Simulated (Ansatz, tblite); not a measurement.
# Sn3Me8 (C8H24Sn3): one state, many levels

Aim: run the singlet of Sn3Me8 (C8H24Sn3) at one geometry on many levels, and compare frontier levels, spin and run time.

Computed with Ansatz 0.2.0, Gaussian basis. Level: as each input shows.

Levels to be run: GFN1-xTB, GFN2-xTB, PBE-D4/def2-SVP, r2SCAN-D4/def2-SVP, MP2/def2-SVP, RPA/def2-SVP.

6 further runs of the same task are left out: 3 that didn't finish, 3 set aside as unsound or not needed.

### Step 1. The geometry

The geometry is that of the singlet, from an earlier relaxation (PBE-D4/def2-SVP).

35 atoms, charge 0, spin multiplicity 1.

Bond lengths: Sn1–C2 2.189 Å, Sn1–C3 2.187 Å, Sn1–C4 2.187 Å, Sn1–Sn5 2.813 Å, C2–H12 1.108 Å, C2–H13 1.107 Å, C2–H14 1.107 Å, C3–H15 1.108 Å, C3–H16 1.107 Å, C3–H17 1.108 Å, C4–H18 1.109 Å, C4–H19 1.107 Å, C4–H20 1.108 Å, Sn5–C6 2.194 Å, Sn5–C7 2.195 Å, Sn5–Sn8 2.816 Å, C6–H21 1.107 Å, C6–H22 1.108 Å and more. Angles: C2–Sn1–C3 107.9°, C2–Sn1–C4 107.6°, C2–Sn1–Sn5 112.5°, C3–Sn1–C4 107.4°, C3–Sn1–Sn5 110.7°, C4–Sn1–Sn5 110.5°, Sn1–C2–H12 109.5°, Sn1–C2–H13 110.2°, Sn1–C2–H14 110.3°, H12–C2–H13 108.9°, H12–C2–H14 109.0°, H13–C2–H14 108.9°, Sn1–C3–H15 110.2°, Sn1–C3–H16 110.4°, Sn1–C3–H17 109.6°, H15–C3–H16 108.8°, H15–C3–H17 108.9°, H16–C3–H17 108.9° and more.

Coordinates:

```xyz
35
charge 0, multiplicity 1
Sn   -0.3477    0.1466   -2.3126
C     0.7384   -0.3973   -4.1332
C    -2.3825   -0.6348   -2.4861
C    -0.4887    2.3278   -2.2542
Sn    0.8972   -0.8243    0.0162
C     0.7088   -3.0073    0.1340
C     3.0501   -0.4044   -0.0535
Sn   -0.2326    0.3728    2.3008
C     1.2917    0.9470    3.7609
C    -1.3252    2.1820    1.7352
C    -1.6504   -0.9606    3.2971
H     0.2298    0.0440   -5.0134
H     1.7763   -0.0136   -4.0882
H     0.7680   -1.4982   -4.2483
H    -2.9849   -0.3328   -1.6071
H    -2.3672   -1.7402   -2.5463
H    -2.8585   -0.2320   -3.4022
H    -1.0095    2.6897   -3.1634
H    -1.0567    2.6497   -1.3599
H     0.5227    2.7778   -2.2178
H     1.1713   -3.4724   -0.7584
H     1.2236   -3.3777    1.0419
H    -0.3583   -3.2976    0.1810
H     3.2284    0.6860   -0.1185
H     3.4985   -0.8969   -0.9384
H     3.5350   -0.7946    0.8625
H     2.0239    1.6365    3.2980
H     1.8281    0.0506    4.1278
H     0.8112    1.4558    4.6200
H    -0.6398    2.9123    1.2629
H    -2.1286    1.9301    1.0152
H    -1.7808    2.6451    2.6331
H    -2.0722   -0.4547    4.1882
H    -2.4771   -1.2239    2.6090
H    -1.1424   -1.8906    3.6177
```

Sn takes a core potential in the def2 sets. No spin-orbit coupling is included.

PBE0-D4/def2-SVP was run before; its log isn't repeated, and its numbers join the tables.

### Step 2. GFN1-xTB

Tight binding, by tblite at 300 K electronic temperature and without a spin-polarisation term:

```python
tblite.interface.Calculator('GFN1-xTB', numbers, positions, charge=0, uhf=0).singlepoint()
```

Energy -1015.5589 eV, HOMO -10.97 eV, LUMO -7.56 eV; 0.03 s.

### Step 3. GFN2-xTB

Tight binding, by tblite at 300 K electronic temperature and without a spin-polarisation term:

```python
tblite.interface.Calculator('GFN2-xTB', numbers, positions, charge=0, uhf=0).singlepoint()
```

Energy -967.8955 eV, HOMO -10.13 eV, LUMO -7.32 eV; 0.034 s.

### Step 4. PBE-D4/def2-SVP

start.molden holds the orbitals of an earlier run on this state, given as this run's starting guess.

The input, in.yaml:

```yaml
crystal:
  periodic: [false, false, false]
  atoms:
    - {symbol: Sn, position_ang: [-0.347680, 0.146571, -2.312569]}
    - {symbol: C, position_ang: [0.738423, -0.397340, -4.133164]}
    - {symbol: C, position_ang: [-2.382474, -0.634827, -2.486129]}
    - {symbol: C, position_ang: [-0.488707, 2.327841, -2.254242]}
    - {symbol: Sn, position_ang: [0.897215, -0.824308, 0.016179]}
    - {symbol: C, position_ang: [0.708787, -3.007337, 0.133979]}
    - {symbol: C, position_ang: [3.050125, -0.404432, -0.053548]}
    - {symbol: Sn, position_ang: [-0.232605, 0.372792, 2.300753]}
    - {symbol: C, position_ang: [1.291708, 0.947017, 3.760916]}
    - {symbol: C, position_ang: [-1.325214, 2.181998, 1.735156]}
    - {symbol: C, position_ang: [-1.650370, -0.960592, 3.297146]}
    - {symbol: H, position_ang: [0.229780, 0.044049, -5.013385]}
    - {symbol: H, position_ang: [1.776321, -0.013573, -4.088184]}
    - {symbol: H, position_ang: [0.767996, -1.498153, -4.248320]}
    - {symbol: H, position_ang: [-2.984879, -0.332803, -1.607140]}
    - {symbol: H, position_ang: [-2.367161, -1.740230, -2.546267]}
    - {symbol: H, position_ang: [-2.858535, -0.232021, -3.402165]}
    - {symbol: H, position_ang: [-1.009512, 2.689726, -3.163418]}
    - {symbol: H, position_ang: [-1.056749, 2.649666, -1.359934]}
    - {symbol: H, position_ang: [0.522744, 2.777766, -2.217843]}
    - {symbol: H, position_ang: [1.171327, -3.472391, -0.758381]}
    - {symbol: H, position_ang: [1.223617, -3.377653, 1.041931]}
    - {symbol: H, position_ang: [-0.358266, -3.297582, 0.181048]}
    - {symbol: H, position_ang: [3.228363, 0.686047, -0.118469]}
    - {symbol: H, position_ang: [3.498482, -0.896910, -0.938437]}
    - {symbol: H, position_ang: [3.534966, -0.794638, 0.862532]}
    - {symbol: H, position_ang: [2.023924, 1.636519, 3.297997]}
    - {symbol: H, position_ang: [1.828124, 0.050615, 4.127773]}
    - {symbol: H, position_ang: [0.811174, 1.455820, 4.620000]}
    - {symbol: H, position_ang: [-0.639821, 2.912294, 1.262902]}
    - {symbol: H, position_ang: [-2.128592, 1.930145, 1.015242]}
    - {symbol: H, position_ang: [-1.780797, 2.645134, 2.633126]}
    - {symbol: H, position_ang: [-2.072215, -0.454732, 4.188218]}
    - {symbol: H, position_ang: [-2.477050, -1.223850, 2.609007]}
    - {symbol: H, position_ang: [-1.142429, -1.890618, 3.617681]}
basis:
  gaussian: {orbitals: def2-SVP, initial_orbitals: start.molden}
hamiltonian: {xc: pbe, dispersion: d4}
scf: {omitted_lower_state_checks: [starts]}
output: {forces: true, orbitals: {seedname: orbitals}}
```

On the command line:

```bash
$ ansatz run in.yaml --threads 4 --pin off --events-out ev --progress --plain --max-ram 6963MiB
```

After this run come: r2SCAN-D4/def2-SVP; MP2/def2-SVP; RPA/def2-SVP.

Before running them: what should the planned runs give, taken together? Wanted: gap in def2-SVP, named functionals, smallest and largest; correlation energy, MP2/def2-SVP; binding an atom, functionals in def2-SVP.

As calculated:

| quantity | value |
| --- | --- |
| gap in def2-SVP, named functionals, smallest and largest | 4.43 eV (PBE-D4), 6.14 eV (PBE0-D4) |
| correlation energy, MP2/def2-SVP | -41.52 eV |
| binding an atom, functionals in def2-SVP | 3.70 (r2SCAN-D4) to 3.74 eV (PBE-D4) |

What this shows: Orbital gaps of the named functionals in def2-SVP span 4.43 eV (PBE-D4) to 6.14 eV (PBE0-D4); exact exchange widens it.
